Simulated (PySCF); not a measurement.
# SiSBr₂: relaxation and vibrations of the singlet

Where does singlet SiSBr₂ go from a PBE0 minimum start, is the end point a minimum, and what are its modes, charges and moments?

Computed with PySCF 2.14.0. Level: PBE0, basis Si def2-TZVP, S def2-TZVP, Br def2-TZVP, no relativity, density fitting.

## (1) Starting geometry

4 atoms, charge 0, spin multiplicity 1.

Bond lengths: Si1–S2 1.928 Å, Si1–Br3 2.184 Å, Si1–Br4 2.184 Å. Angles: S2–Si1–Br3 126.2°, S2–Si1–Br4 126.2°, Br3–Si1–Br4 107.5°.

Z-matrix (Å, degrees; charge 0 multiplicity 1):
```
Si
S  1 1.9282
Br 1 2.1836 2 126.23
Br 1 2.1836 2 126.23 3 180.00
```

## (2) First SCF at the start

One driver script runs all steps and calls PySCF; scf.py shows how it sets up the SCF of each step. The optimiser is the driver's own. After this first run the driver tries any further starts and a stability analysis.

Input file scf.py:

```python
from pyscf import gto, scf, dft
mol = gto.M(atom='''
Si    -0.000000     0.000000    -0.652260
S      0.000000    -0.000000    -2.580470
Br    -1.761370    -0.000000     0.638330
Br     1.761370    -0.000000     0.638330''',
    basis={'Si': 'def2-TZVP', 'S': 'def2-TZVP', 'Br': 'def2-TZVP'},
    charge=0, spin=0)
mf = dft.RKS(mol, xc='PBE0')
mf.grids.atom_grid = (50, 194)
aux = {'Si': 'def2-universal-JKFIT', 'S': 'def2-universal-JKFIT', 'Br': 'def2-universal-JKFIT'}
mf = mf.density_fit(auxbasis=aux)
mf.conv_tol = 1e-08
mf.diis_space = 10
mf.max_cycle = 60
mf.init_guess = 'minao'
mf.verbose = 4
mf.kernel()
```

The run is started by

```console
OMP_NUM_THREADS=4 python axn.py task.json out
```

The program printed:

```text
init E= -5833.66159538079
  HOMO = -0.310559255293485  LUMO = -0.0963341508701636  gap/eV = 5.82936
cycle= 1 E= -5835.21287269137  delta_E= -1.55  |g|= 0.558  |ddm|= 2.26
  HOMO = -0.230076811422741  LUMO = -0.113626028235348  gap/eV = 3.16879
cycle= 2 E= -5835.00759639312  delta_E= 0.205  |g|= 0.95  |ddm|= 1.28
  HOMO = -0.289304647937839  LUMO = -0.0835092243514839  gap/eV = 5.59998
cycle= 3 E= -5835.26968636623  delta_E= -0.262  |g|= 0.176  |ddm|=    1
  HOMO = -0.278155820535086  LUMO = -0.0867044038369685  gap/eV = 5.20966
cycle= 4 E= -5835.27831658046  delta_E= -0.00863  |g|= 0.0218  |ddm|= 0.168
  HOMO = -0.279575589442195  LUMO = -0.0862464679020555  gap/eV = 5.26075
cycle= 5 E= -5835.27844195756  delta_E= -0.000125  |g|= 0.00621  |ddm|= 0.0224
  HOMO = -0.280124215150685  LUMO = -0.086080873983376  gap/eV = 5.28019
cycle= 6 E= -5835.27845232727  delta_E= -1.04e-05  |g|= 0.00135  |ddm|= 0.00623
  HOMO = -0.279953035516217  LUMO = -0.0858772140040883  gap/eV = 5.28107
cycle= 7 E= -5835.2784527106  delta_E= -3.83e-07  |g|= 0.000664  |ddm|= 0.00175
  HOMO = -0.280052644507633  LUMO = -0.0859259204498414  gap/eV = 5.28246
cycle= 8 E= -5835.27845283063  delta_E= -1.2e-07  |g|= 0.000171  |ddm|= 0.000733
  HOMO = -0.280035811805072  LUMO = -0.0859205840566638  gap/eV = 5.28214
cycle= 9 E= -5835.27845284093  delta_E= -1.03e-08  |g|= 3.42e-05  |ddm|= 0.0002
  HOMO = -0.280036020741067  LUMO = -0.0859220891736992  gap/eV = 5.28211
cycle= 10 E= -5835.2784528413  delta_E= -3.68e-10  |g|= 9.95e-06  |ddm|= 3.76e-05
  HOMO = -0.280038351113142  LUMO = -0.0859221001226071  gap/eV = 5.28217
Extra cycle  E= -5835.27845284129  delta_E= 1.36e-11  |g|= 1.1e-05  |ddm|= 2.04e-05
converged SCF energy = -5835.27845284129
```

This step, with its further starts and checks, took 30 s on 4 threads of Arm Neoverse N1, shared host.

The test of internal stability found no lower closed-shell solution.

## (3) PBE0 minimum start, singlet: relaxation

The program finds C2v symmetry in the start, which this walk keeps. The walk stops when the largest gradient is under 0.0003 Eh/bohr and the energy has settled too.

Edit scf.py of step 2 so:

```diff
@@ -3,4 +3,4 @@
-Si    -0.000000     0.000000    -0.652260
-S      0.000000    -0.000000    -2.580470
-Br    -1.761370    -0.000000     0.638330
-Br     1.761370    -0.000000     0.638330''',
+Si     0.000000     0.000000    -0.652263
+S      0.000000     0.000000    -2.580473
+Br    -1.761370     0.000000     0.638327
+Br     1.761370     0.000000     0.638327''',
@@ -16 +15,0 @@
-mf.init_guess = 'minao'
```

The optimiser's trace:

| step | energy (Eh) | change (kJ/mol) | largest symmetric gradient (Eh/bohr) |
| --- | --- | --- | --- |
| 0 | -5835.278453 | 0.00 | 0.00015 |

The walk took 5.7 s.

Positions (Å) and forces (eV/Å) along the way:

```
step 0
Si   0.000   0.000  -0.652   0.000   0.000  -0.003
S    0.000   0.000  -2.580   0.000   0.000   0.003
Br  -1.761   0.000   0.638   0.008   0.000   0.000
Br   1.761   0.000   0.638  -0.008   0.000   0.000
```

End point (C2v, 0 steps, 0.0 kJ/mol gained): Si–Br 2.184 Å (×2), Si–S 1.928 Å; Br–Si–Br 107.5°, Br–Si–S 126.2° (×2).

## (4) Hessian and properties

The point is checked on the finer grid, and tightened if its gradient asks for it. The Hessian and the dipole derivatives come from central differences of analytic gradients, with steps of 0.02 bohr.

Edit scf.py of step 3 so:

```diff
@@ -3,4 +3,4 @@
-Si     0.000000     0.000000    -0.652263
-S      0.000000     0.000000    -2.580473
-Br    -1.761370     0.000000     0.638327
-Br     1.761370     0.000000     0.638327''',
+Si     0.000000     0.000000    -0.652503
+S      0.000000     0.000000    -2.580626
+Br    -1.760981     0.000000     0.638523
+Br     1.760981     0.000000     0.638523''',
@@ -10 +10 @@
-mf.grids.atom_grid = (50, 194)
+mf.grids.atom_grid = (75, 302)
@@ -13 +13 @@
-mf.conv_tol = 1e-08
+mf.conv_tol = 1e-10
```

The driver hands on the density of the step before, so the log starts near convergence.

Log of the central SCF (cycles and frontier levels):

```text
init E= -5835.27830563892
  HOMO = -0.280059356632956  LUMO = -0.0859130344055093  gap/eV = 5.28299
cycle= 1 E= -5835.27830563864  delta_E= 2.78e-10  |g|= 3.36e-05  |ddm|= 4.43e-05
  HOMO = -0.280062913576131  LUMO = -0.0859083804018347  gap/eV = 5.28321
cycle= 2 E= -5835.27830563765  delta_E= 9.85e-10  |g|= 6.54e-05  |ddm|= 8.67e-05
  HOMO = -0.280060210279852  LUMO = -0.085911276315672  gap/eV = 5.28306
cycle= 3 E= -5835.27830563898  delta_E= -1.33e-09  |g|= 1.14e-06  |ddm|= 5.76e-05
  HOMO = -0.280060410804917  LUMO = -0.085911376664699  gap/eV = 5.28306
cycle= 4 E= -5835.27830563899  delta_E= -7.28e-12  |g|= 2.04e-07  |ddm|= 1.2e-06
  HOMO = -0.28006037178922  LUMO = -0.0859113622977533  gap/eV = 5.28306
Extra cycle  E= -5835.27830563901  delta_E= -2.36e-11  |g|= 2.75e-07  |ddm|= 4.12e-07
converged SCF energy = -5835.27830563901
```

The whole step took 2.1 min.

Geometry: C2v; Si–Br 2.184 Å (×2), Si–S 1.928 Å; Br–Si–Br 107.5°, Br–Si–S 126.2° (×2).

Harmonic modes (main isotopes):

```json
{"symmetry": "a1", "ω (cm⁻¹)": "126", "IR (km/mol)": "0.5", "μ (u)": "58.61"}
{"symmetry": "b2", "ω (cm⁻¹)": "150", "IR (km/mol)": "3.6", "μ (u)": "41.05"}
{"symmetry": "b1", "ω (cm⁻¹)": "212", "IR (km/mol)": "4.8", "μ (u)": "29.41"}
{"symmetry": "a1", "ω (cm⁻¹)": "320", "IR (km/mol)": "10.4", "μ (u)": "43.44"}
{"symmetry": "b2", "ω (cm⁻¹)": "499", "IR (km/mol)": "151", "μ (u)": "31.72"}
{"symmetry": "a1", "ω (cm⁻¹)": "790", "IR (km/mol)": "146", "μ (u)": "29.49"}
```

Every mode is real; the point is a minimum.

Constants and moments:

* Dipole moment: 2.06 D
* Highest occupied level: -7.62 eV
* Lowest empty level: -2.34 eV
* Rotational constants: 0.05829, 0.03444, 0.02165 cm⁻¹
* Zero-point energy: 12.5 kJ/mol
* Principal polarisabilities: 53.7, 90.4, 103.1 bohr³
* Atomisation energy without zero-point energy: 1132 kJ/mol
* Principal traceless quadrupole moments about the centre of mass: -5.91, 2.74, 3.18 D Å
* Entropy at 298.15 K and 1 bar: 337.2 J/(mol K)
* Heat capacity Cp at 298.15 K: 71.8 J/(mol K)
* Enthalpy at 298.15 K above 0 K: 16.68 kJ/mol
* Rotational symmetry number: 2

Populations by atom (charges in e):

```tsv
atom	Mulliken	Löwdin	polar tensor	Mayer order to Si1
Si1	0.47	-0.69	1.37	–
S2	-0.27	0.15	-0.53	2.21
Br3,4	-0.10	0.27	-0.42	1.24
```

Outer orbital energies (eV). occupied: -11.69, -10.82, -10.46, -9.58, -9.54, -9.20, -8.09, -7.62; empty: -2.34, -2.06, 0.75, 1.48.

Mulliken populations on Si1: s 5.06, p 7.85, d 0.56, f 0.06.

## (5) Summary of results

```
                                 quantity                                                                   value
                                  minimum                                                            singlet, C2v
                                 geometry  Si–Br 2.184 Å (×2), Si–S 1.928 Å; Br–Si–Br 107.5°, Br–Si–S 126.2° (×2)
                       wavenumbers (cm⁻¹)              126 (a1), 150 (b2), 212 (b1), 320 (a1), 499 (b2), 790 (a1)
                            dipole moment                                                                  2.06 D
     highest occupied, lowest empty level                                                         -7.62, -2.34 eV
               polar-tensor charge of Si1                                                                 +1.37 e
                        zero-point energy                                                             12.5 kJ/mol
                      entropy at 298.15 K                                                         337.2 J/(mol K)
atomisation energy (no zero-point energy)                                                             1132 kJ/mol
```

The PBE0 minimum start keeps its C2v symmetry and ends in a minimum. The strongest infrared band lies at 499 cm⁻¹ (b2). Only this shape and spin were tried, so other structures or states may lie lower.

The search up to here took 2.7 min.
